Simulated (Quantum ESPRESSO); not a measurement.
## BiTe under changes of volume

One of the cells (33.855 Å³/atom); the others are scaled copies at fixed shape and fractional positions:

```
Bi Te
1.0
     0.00000    3.23500    3.23500
     3.23500    0.00000    3.23500
     3.23500    3.23500    0.00000
Bi Te
1 1
Direct
  0.00000 0.00000 0.00000
  0.50000 0.50000 0.50000
```

```yaml
Program: Quantum ESPRESSO 7.5
Functional: PBEsol
Potentials_or_basis: PseudoDojo 0.4.1 SR PBEsol standard
Cutoff: 1088 eV
Density_cutoff: 4354 eV
k_mesh: 7 × 7 × 7
Occupations: fermi-dirac, width 0.05 eV
Spin: no spin polarisation
```

```csv
volume (Å³/atom),energy over the lowest point (meV/atom),pressure (GPa)
31.824,5.19,1.8
32.501,0.17,0.6
33.178,0.00,-0.5
33.855,?,?
34.532,12.27,-2.4
35.209,23.85,-3.2
35.886,38.57,-3.9
```

**Question.** What does the run at 33.855 Å³/atom give?

**Answer.** Energy over the lowest point 4.18 meV/atom; pressure -1.5 GPa.

Worked out: A Birch-Murnaghan fit of order 3 (a polynomial in V^(-2/3)) to the other rows has its minimum at 32.86 Å³/atom with B0 = V·E''(V) = 53 GPa and B' = 4.3. It gives 4.18 meV/atom at 33.855 Å³/atom, against the run's 4.18, and -dE/dV = -1.5 GPa, against -1.5.

Energies are extrapolated to zero smearing.
